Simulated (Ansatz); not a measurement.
The system is HfB.

```
Hf B
1.0
     0.00000    2.31000    2.31000
     2.31000    0.00000    2.31000
     2.31000    2.31000    0.00000
Hf B
1 1
Direct
  0.50000 0.50000 0.50000
  0.00000 0.00000 0.00000
```

```yaml
Program: Ansatz 0.2.0
Task: relaxation of cell and atoms
Functional: RPBE
Potentials_or_basis: Ansatz PAW
Cutoff: "420 eV (not typed: the program's choice for these potentials)"
k_mesh: 10 × 10 × 10
Occupations: fermi-dirac, width 0.05 eV
Spin: no spin polarisation
```

At the start: volume 12.33 Å³/atom.

Problem. How do energy, volume and symmetry change on relaxing?

Solution. It ends after 7 steps and the volume is 14.41 Å³/atom (+16.9 %); space group Fm-3m (No. 225, to 0.05 Å).

The path:
```tsv
step	energy change (eV)	largest force (eV/Å)	volume (Å³)
1	0.0000	0.0000	24.65
2	-0.3777	0.0000	28.44
3	-0.3797	0.0000	28.73
4	-0.3797	0.0000	28.80
5	-0.3841	0.0000	28.80
6	-0.3841	0.0000	28.82
7	-0.3842	0.0000	28.82
```

Final structure:
```
Hf B
1.0
     0.00000    2.43333    2.43333
     2.43333    0.00000    2.43333
     2.43333    2.43333    0.00000
Hf B
1 1
Direct
  0.50000 0.50000 0.50000
  0.00000 0.00000 0.00000
```

Caveat: the volume moved by over 15 % at a fixed basis, so the end points are rough; the plane-wave basis is chosen anew once the cell has moved, so the energies of steps on either side of that aren't comparable; the PAW data sets come from PBE, with cores solved anew for the run's functional, which leaves a small shift of forces and pressure.
